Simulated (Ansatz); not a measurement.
# CH7GeNSi: basis-set convergence

One table from this session's results is given with a row withheld; the runs are named, their logs left out.

Computed with Ansatz 0.2.0, Gaussian basis. Level: one geometry, several basis sets.

The runs, in order: PBE0-D4/def2-SVP; ωB97M-V/def2-SVP; PBE0-D4/def2-QZVPP; ωB97M-V/def2-QZVPP; the functionals' def2-TZVPP values are taken from earlier runs.

**The relaxed structure**

All runs share one geometry, relaxed beforehand with PBE0-D4 in a triple-zeta def2 set.

SMILES `[SiH3][CH]1[NH][GeH2]1`, 11 atoms, charge 0, spin multiplicity 1.

Atoms are counted from 1 here; the program's logs count them from 0.

Bond lengths: Si1–C2 1.861 Å, Si1–H5 1.489 Å, Si1–H6 1.490 Å, Si1–H7 1.486 Å, C2–N3 1.494 Å, C2–Ge4 1.925 Å, C2–H8 1.092 Å, N3–Ge4 1.873 Å, N3–H9 1.015 Å, Ge4–H10 1.522 Å, Ge4–H11 1.526 Å. Angles: C2–Si1–H5 109.4°, C2–Si1–H6 111.6°, C2–Si1–H7 109.3°, H5–Si1–H6 108.8°, H5–Si1–H7 109.1°, H6–Si1–H7 108.6°, Si1–C2–N3 114.7°, Si1–C2–Ge4 121.0°, Si1–C2–H8 116.3°, N3–C2–Ge4 65.0°, N3–C2–H8 117.0°, Ge4–C2–H8 113.1°, C2–N3–Ge4 68.7°, C2–N3–H9 111.4°, Ge4–N3–H9 113.8°, C2–Ge4–N3 46.3°, C2–Ge4–H10 122.7°, C2–Ge4–H11 117.7° and more.

The first run:

in.yaml reads:

```yaml
crystal:
  periodic: [false, false, false]
  atoms:
    - {symbol: Si, position_ang: [-1.093404, 1.282138, -0.159814]}
    - {symbol: C, position_ang: [-0.367812, -0.372372, 0.285540]}
    - {symbol: N, position_ang: [0.876864, -0.307166, 1.109480]}
    - {symbol: Ge, position_ang: [1.219881, -1.024828, -0.586445]}
    - {symbol: H, position_ang: [-2.151181, 1.097511, -1.191274]}
    - {symbol: H, position_ang: [-1.692846, 1.956277, 1.025543]}
    - {symbol: H, position_ang: [-0.023314, 2.154400, -0.710909]}
    - {symbol: H, position_ang: [-1.080472, -1.163819, 0.525566]}
    - {symbol: H, position_ang: [0.865916, -0.998321, 1.852137]}
    - {symbol: H, position_ang: [2.095398, -0.144905, -1.466920]}
    - {symbol: H, position_ang: [1.416369, -2.535815, -0.662404]}
basis:
  gaussian: {orbitals: def2-SVP}
hamiltonian: {xc: pbe0, dispersion: d4}
output: {orbitals: {seedname: orbitals}}
```

Steps of the session up to this table: PBE0-D4 in def2-SVP; ωB97M-V in def2-SVP; PBE0-D4 in def2-QZVPP; ωB97M-V in def2-QZVPP.

One of the session's tables, all rows but one given; the rest of the session is left out.

It belongs to the step «Density functionals: the series». 

```
functional       basis  HOMO (eV)  LUMO (eV)
   PBE0-D4    def2-SVP      -6.35      -0.13
   PBE0-D4  def2-TZVPP      -6.45      -0.33
   PBE0-D4  def2-QZVPP      -6.47      -0.50
   ωB97M-V    def2-SVP      -8.48       1.76
   ωB97M-V  def2-TZVPP          ?          ?
   ωB97M-V  def2-QZVPP      -8.62       1.07
```

Estimate the missing values for ωB97M-V, def2-TZVPP.

The run gave: HOMO (eV): -8.59; LUMO (eV): 1.45. In the column «HOMO (eV)» it lies between ωB97M-V, def2-QZVPP (-8.62) and ωB97M-V, def2-SVP (-8.48).
